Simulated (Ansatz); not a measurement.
Predict the output of the script below (Ansatz 0.2.0, Python API).

`ch6ssi2.xyz`
```text
10

Si   -1.30680    0.73500   -0.78360
Si   -0.17020   -0.58820    0.54870
C     1.59160   -0.35870    0.66060
S     1.53190   -1.55790   -0.51640
H    -0.49000    1.81180   -1.43820
H    -2.39500    1.51760   -0.01260
H    -2.02830    0.04030   -1.87500
H    -0.77640   -1.58250    1.41580
H     2.09170   -0.65570    1.64670
H     2.03470    0.58710    0.35710
```

`run_scan.py`
```python
"""Potential curve of CH6SSi2 along one bond."""

import logging
import sys
import warnings

import ansatz
import numpy as np

logging.basicConfig(stream=sys.stdout, format="%(levelname)s:%(name)s:%(message)s")
log = logging.getLogger("ch6ssi2")
log.setLevel(logging.INFO)


def main() -> None:
    warnings.simplefilter("ignore", ansatz.DeckWarning)

    system = ansatz.Crystal.molecule_from_extxyz("ch6ssi2.xyz")

    symbols = [site.symbol for site in system.cartesian_sites]
    start = np.array([site.position_ang for site in system.cartesian_sites])
    axis = (start[9] - start[2]) / np.linalg.norm(start[9] - start[2])
    moving = [9]
    lengths, energies = [0.92, 1.0, 1.09, 1.2, 1.36, 1.63, 1.96, 2.39], []
    for length in lengths:
        xyz = start.copy()
        xyz[moving] += (length - np.linalg.norm(start[9] - start[2])) * axis
        point = ansatz.Crystal.molecule()
        for symbol, place in zip(symbols, xyz):
            point = point.atom(symbol, place.tolist())
        calculation = (
            point.calculation()
            .basis(gaussian="cc-pVDZ")
            .functional("CAM-B3LYP")
        )
        summary = calculation.run(threads=1, pin="off").report
        energies.append(summary["free_energy_ev"])
        log.info(f"r = {length:6.3f} A  E = {energies[-1]:.5f} eV  <S^2> = {abs(summary['mean_field']['state']['spin_squared']):.3f}")

    print("energy above the lowest point (eV):", [round(e - min(energies), 3) for e in energies])


if __name__ == "__main__":
    main()
```

```console
$ python run_scan.py
INFO:ch6ssi2:r =  0.920 A  E = -27723.08486 eV  <S^2> = 0.000
INFO:ch6ssi2:r =  1.000 A  E = -27723.65557 eV  <S^2> = 0.000
INFO:ch6ssi2:r =  1.090 A  E = -27723.85417 eV  <S^2> = 0.000
INFO:ch6ssi2:r =  1.200 A  E = -27723.72097 eV  <S^2> = 0.000
INFO:ch6ssi2:r =  1.360 A  E = -27723.17047 eV  <S^2> = 0.000
INFO:ch6ssi2:r =  1.630 A  E = -27721.99583 eV  <S^2> = 0.000
INFO:ch6ssi2:r =  1.960 A  E = -27720.71416 eV  <S^2> = 0.000
INFO:ch6ssi2:r =  2.390 A  E = -27719.48095 eV  <S^2> = 0.000
energy above the lowest point (eV): [0.769, 0.199, 0.0, 0.133, 0.684, 1.858, 3.14, 4.373]
```

These settings explore the input space; basis and method may be short of convergence. The rest of the molecule is held rigid at a force-field or estimated start geometry, and the basis set is modest; single-reference methods fail as a bond breaks. The orbitals are restricted, so S² is zero by construction. Toward dissociation an unrestricted state can lie under the restricted one, by tenths of an eV for polar bonds under a functional and by 1 to 2 eV or more for others. Timing: 30 s on 1 thread of Arm Neoverse V2, with other jobs on the host, peak memory 0.31 GiB.
